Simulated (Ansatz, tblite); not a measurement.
# Ge3F8: rung by rung

Aim: run the singlet of Ge3F8 at one geometry on many levels, and compare frontier levels, spin and run time.

The runs use Ansatz 0.2.0, Gaussian basis; as each input shows.

Plan: GFN1-xTB, GFN2-xTB, PBE-D4/def2-TZVP, r2SCAN-D4/def2-TZVP, B2PLYP/def2-TZVP, HF/def2-TZVP, PBE-D4/def2-SVP, PBE0-D4/def2-SVP, MP2/def2-SVP, RPA/def2-SVP.

2 further runs of the same task are left out: 2 set aside as unsound or not needed.

### 1 The geometry

The singlet was relaxed beforehand with PBE-D4/def2-SVP.

11 atoms, charge 0, spin multiplicity 1.

Bond lengths: Ge1–F2 1.735 Å, Ge1–F3 1.737 Å, Ge1–F4 1.737 Å, Ge1–Ge5 2.460 Å, Ge5–F6 1.746 Å, Ge5–F7 1.746 Å, Ge5–Ge8 2.460 Å, Ge8–F9 1.737 Å, Ge8–F10 1.737 Å, Ge8–F11 1.735 Å. Angles: F2–Ge1–F3 107.6°, F2–Ge1–F4 107.6°, F2–Ge1–Ge5 113.0°, F3–Ge1–F4 106.9°, F3–Ge1–Ge5 111.0°, F4–Ge1–Ge5 110.5°, Ge1–Ge5–F6 107.4°, Ge1–Ge5–F7 107.3°, Ge1–Ge5–Ge8 120.2°, F6–Ge5–F7 106.7°, F6–Ge5–Ge8 107.3°, F7–Ge5–Ge8 107.3°, Ge5–Ge8–F9 110.9°, Ge5–Ge8–F10 110.7°, Ge5–Ge8–F11 113.0°, F9–Ge8–F10 106.9°, F9–Ge8–F11 107.6°, F10–Ge8–F11 107.6°.

PBE0-D4/def2-TZVP was run before; its log isn't repeated, and its numbers join the tables.

### 2 GFN1-xTB

Tight binding, by tblite at 300 K electronic temperature and without a spin-polarisation term:

```python
tblite.interface.Calculator('GFN1-xTB', numbers, positions, charge=0, uhf=0).singlepoint()
```

Energy -1261.4120 eV, HOMO -12.85 eV, LUMO -9.25 eV; 0.012 s.

### 3 GFN2-xTB

Tight binding, by tblite at 300 K electronic temperature and without a spin-polarisation term:

```python
tblite.interface.Calculator('GFN2-xTB', numbers, positions, charge=0, uhf=0).singlepoint()
```

Energy -1198.5868 eV, HOMO -13.70 eV, LUMO -9.69 eV; 0.011 s.

### 4 PBE-D4/def2-TZVP

start.molden holds the orbitals of an earlier run on this state, given as this run's starting guess.

The input, in.yaml:

```yaml
crystal:
  periodic: [false, false, false]
  atoms:
    - {symbol: Ge, position_ang: [-1.077751, 1.842892, -0.323705]}
    - {symbol: F, position_ang: [-2.624181, 2.435975, 0.193516]}
    - {symbol: F, position_ang: [-1.027618, 1.952141, -2.056303]}
    - {symbol: F, position_ang: [0.132483, 2.929675, 0.286544]}
    - {symbol: Ge, position_ang: [-0.627934, -0.455593, 0.428650]}
    - {symbol: F, position_ang: [-1.843182, -1.485657, -0.285302]}
    - {symbol: F, position_ang: [-0.887616, -0.496404, 2.154494]}
    - {symbol: Ge, position_ang: [1.559863, -1.492588, -0.007043]}
    - {symbol: F, position_ang: [2.835340, -0.590262, 0.751659]}
    - {symbol: F, position_ang: [1.899510, -1.513644, -1.710532]}
    - {symbol: F, position_ang: [1.661085, -3.126525, 0.568021]}
basis:
  gaussian: {orbitals: def2-TZVP, initial_orbitals: start.molden}
hamiltonian: {xc: pbe, dispersion: d4}
scf: {omitted_lower_state_checks: [starts]}
output: {orbitals: {seedname: orbitals}}
```

Run with:

```sh
$ ansatz run in.yaml --threads 4 --pin off --events-out ev --progress --plain --max-ram 6963MiB
```

Further steps of the session: r2SCAN-D4/def2-TZVP; B2PLYP/def2-TZVP; HF/def2-TZVP; PBE-D4/def2-SVP; PBE0-D4/def2-SVP; MP2/def2-SVP; RPA/def2-SVP.

Before running them: what should the planned runs give, taken together? Wanted: gap in def2-TZVP, named functionals and Hartree-Fock, smallest and largest; correlation energy, MP2/def2-SVP; binding an atom, functionals in def2-TZVP; PBE0 total energy, smallest basis above largest.

As calculated:

```
                                                                  quantity                               value
gap in def2-TZVP, named functionals and Hartree-Fock, smallest and largest     4.60 eV (PBE-D4), 13.72 eV (HF)
                                          correlation energy, MP2/def2-SVP                           -58.44 eV
                                 binding an atom, functionals in def2-TZVP  3.85 (PBE0-D4) to 4.06 eV (PBE-D4)
                           PBE0 total energy, smallest basis above largest      49.08 eV (def2-SVP, def2-TZVP)
```

In words: Orbital gaps of the named functionals and Hartree-Fock in def2-TZVP span 4.60 eV (PBE-D4) to 13.72 eV (HF); exact exchange widens it.
